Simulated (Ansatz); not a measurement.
# BF2H6NSi: the cost of one run

All numbers below are computed with Ansatz 0.2.0 (UKS PBE0-D4/STO-3G).

## Step 1: The structure to begin with

Bond lengths: B1–N2 1.808 Å, B1–F3 1.346 Å, B1–F4 1.346 Å, B1–Si6 2.275 Å, N2–H7 1.008 Å, N2–H8 1.009 Å, Si6–H9 1.476 Å, Si6–H10 1.461 Å, Si6–H11 1.473 Å. Angles (14 of 15 angles, heavy atoms first): N2–B1–F3 106.7°, N2–B1–F4 106.5°, N2–B1–Si6 95.8°, F3–B1–F4 114.4°, F3–B1–Si6 115.3°, F4–B1–Si6 115.5°, B1–N2–H7 116.3°, B1–N2–H8 117.5°, B1–Si6–H9 117.4°, B1–Si6–H10 107.1°, B1–Si6–H11 114.6°, H7–N2–H8 113.1°, H9–Si6–H10 104.9°, H9–Si6–H11 106.1°.

As a file:

```xyz
11

B    -0.4893    0.1960   -0.9137
N     1.2414    0.6811   -0.7203
F    -0.5297   -0.6967   -1.9205
F    -1.1807    1.3270   -1.1453
H     0.7899    0.1471    0.4163
Si   -0.7153   -0.6819    1.1734
H     1.9195    0.1300   -1.2233
H     1.4522    1.6674   -0.7228
H    -0.4598    0.2149    2.3180
H    -2.1107   -1.0896    1.3195
H     0.0824   -1.8953    1.4185
```

## Step 2: Run 1

150 steps of 0.5 fs at constant energy, with velocities drawn for 1000 K.

input.yaml

```yaml
crystal:
  periodic: [false, false, false]
  atoms:
    - { symbol: B, position_ang: [-0.4893, 0.196, -0.9137] }
    - { symbol: "N", position_ang: [1.2414, 0.6811, -0.7203] }
    - { symbol: F, position_ang: [-0.5297, -0.6967, -1.9205] }
    - { symbol: F, position_ang: [-1.1807, 1.327, -1.1453] }
    - { symbol: H, position_ang: [0.7899, 0.1471, 0.4163] }
    - { symbol: Si, position_ang: [-0.7153, -0.6819, 1.1734] }
    - { symbol: H, position_ang: [1.9195, 0.13, -1.2233] }
    - { symbol: H, position_ang: [1.4522, 1.6674, -0.7228] }
    - { symbol: H, position_ang: [-0.4598, 0.2149, 2.318] }
    - { symbol: H, position_ang: [-2.1107, -1.0896, 1.3195] }
    - { symbol: H, position_ang: [0.0824, -1.8953, 1.4185] }
magnetization:
  spin_polarized: true
basis:
  gaussian: { orbitals: STO-3G }
hamiltonian:
  xc: pbe0
  dispersion: d4
md:
  timestep: 0.5
  n_steps: 150
  ensemble: nve
  temperature: 1000.0
  initial_velocities: maxwell_boltzmann
  seed: 599852
```

The run is started by

```
$ ansatz run input.yaml --threads 1 --pin off --max-ram 2048MiB --backend cpu --events-out ev --progress --plain --runs-dir out
```

**Question.** How long does this run take on 1 thread of an Arm CPU, shared host, and how much memory does it need?

About 7.1 min, with a peak of 0.13 GiB.
